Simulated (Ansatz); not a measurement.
# Li5Ti2: from the start to rest

The start is Li5Ti2, a structure type of another compound, with these elements put in. Where does it settle when we relax the atoms in a fixed cell, and what is it like there?

All numbers below are computed with Ansatz 0.2.0 (DFT, r2SCAN, collinear spin, plane waves, PAW).

## Step 1: The structure

The structure is trigonal, space group R-3m (No. 166). Conventional cell: a = 4.354 Å, b = 4.354 Å, c = 18.215 Å, α = 90.00°, β = 90.00°, γ = 120.00°. Ti (site symmetry 3m) has 7 Li at 2.50 to 2.70 Å and 1 Ti at 2.65 Å as nearest neighbours. Around Li (site symmetry -3m) lie 8 Li at 2.63 to 2.70 Å. Around Li (site symmetry 3m) lie 4 Ti at 2.50 to 2.68 Å and 4 Li at 2.59 to 2.63 Å. Li (site symmetry 3m) is surrounded by 5 Li at 2.59 to 2.70 Å and 3 Ti at 2.70 Å.

Symmetry-reduced, conventional setting; the input below types the cell that was run:

```cif
data_structure
_symmetry_space_group_name_H-M 'R-3m:H'
_symmetry_Int_Tables_number 166
_cell_length_a 4.3539
_cell_length_b 4.3539
_cell_length_c 18.2149
_cell_angle_alpha 90.000
_cell_angle_beta 90.000
_cell_angle_gamma 120.000
_cell_volume 299.04
loop_
_atom_site_label
_atom_site_type_symbol
_atom_site_symmetry_multiplicity
_atom_site_Wyckoff_symbol
_atom_site_fract_x
_atom_site_fract_y
_atom_site_fract_z
_atom_site_occupancy
Ti1 Ti 6 c 0.33333 0.66667 0.73937 1
Li1 Li 3 b 0.66667 0.33333 0.83333 1
Li2 Li 6 c 0.33333 0.66667 0.87667 1
Li3 Li 6 c 0.66667 0.33333 0.68533 1
```

It starts from an earlier solution of the starting cell (checkpoint.read).

## Step 2: The relaxation

Input file input.yaml:

```yaml
crystal:
  lattice:
    - [2.17697319, 3.77062788, 0.0]
    - [-2.17697319, 3.77062788, 0.0]
    - [0.0, -2.51375192, 6.07164178]
  atoms:
    - { symbol: Ti, position: [0.0727, 0.0727, 0.2181], spin: 1.0 }
    - { symbol: Ti, position: [0.9273, 0.9273, 0.7819], spin: 1.0 }
    - { symbol: Li, position: [0.5, 0.5, 0.5] }
    - { symbol: Li, position: [0.21, 0.21, 0.63] }
    - { symbol: Li, position: [0.79, 0.79, 0.37] }
    - { symbol: Li, position: [0.352, 0.352, 0.056] }
    - { symbol: Li, position: [0.648, 0.648, 0.944] }
  symmetry: { detect: false, time_reversal: true }
kpoints:
  mp_grid: { grid: [5, 5, 5], shift: [0, 0, 0] }
magnetization:
  spin_polarized: true
scf:
  occupations: { method: fermi_dirac }
  lower_state_search: "off"
hamiltonian:
  pseudopotentials: { kind: paw }
  xc: r2scan
basis:
  ecutwfc: 500
  fft_grid_basis: typed
relax:
  max_steps: 40
  f_tol: 0.03
output:
  forces: true
  stress: true
  eigenvalues: true
  bader: true
  populations: true
  elf: true
  write_potential: true
  volumetric_format: npy
  dos:
    e_range: [-12, 8]
    de: 0.05
    projected: { site_lists: { Li: [Li], Ti: [Ti] } }
checkpoint:
  read: saved_state
```

Command:

```bash
> ansatz run input.yaml --threads 2 --pin off --max-ram 4096MiB --backend cpu --events-out ev --progress --plain --runs-dir out
```

Before running it: what results should come out? Wanted: moves; energy gained; largest move; pressure left in the fixed cell; character; Bader charges; moments.

**Answer**, as computed:

```
                                                 quantity                          value
                                                    moves                              7
                                            energy gained                  51.6 meV/atom
                                             largest move                    0.33 Å (Ti)
                     space group (0.01 Å), before / after                    R-3m / R-3m
                          pressure left in the fixed cell                        9.9 GPa
                                                character                          metal
density of states, mean within 0.25 eV of the Fermi level            3.5 per eV per cell
                                            Bader charges  Ti -2.00, Li +0.79 to +0.81 e
                                                  moments                           none
```

In the fixed cell the largest move of an atom is 0.33 Å; the energy fell by 51.6 meV per atom. The fixed cell still holds a mean pressure of 9.9 GPa, so it would expand if let free. Bands cross the Fermi level: a metal; within 0.25 eV of the Fermi level the density of states averages 3.5 per eV per cell, mostly Ti d (63 %) and Li s (13 %). Li loses most charge (+0.80 e on average) and Ti gains most (-2.00 e). No moment forms.

Caveats: the program displaced the start to leave a saddle point; the k mesh is coarse for a cell without a gap; the SCF threshold is loose for a stress.
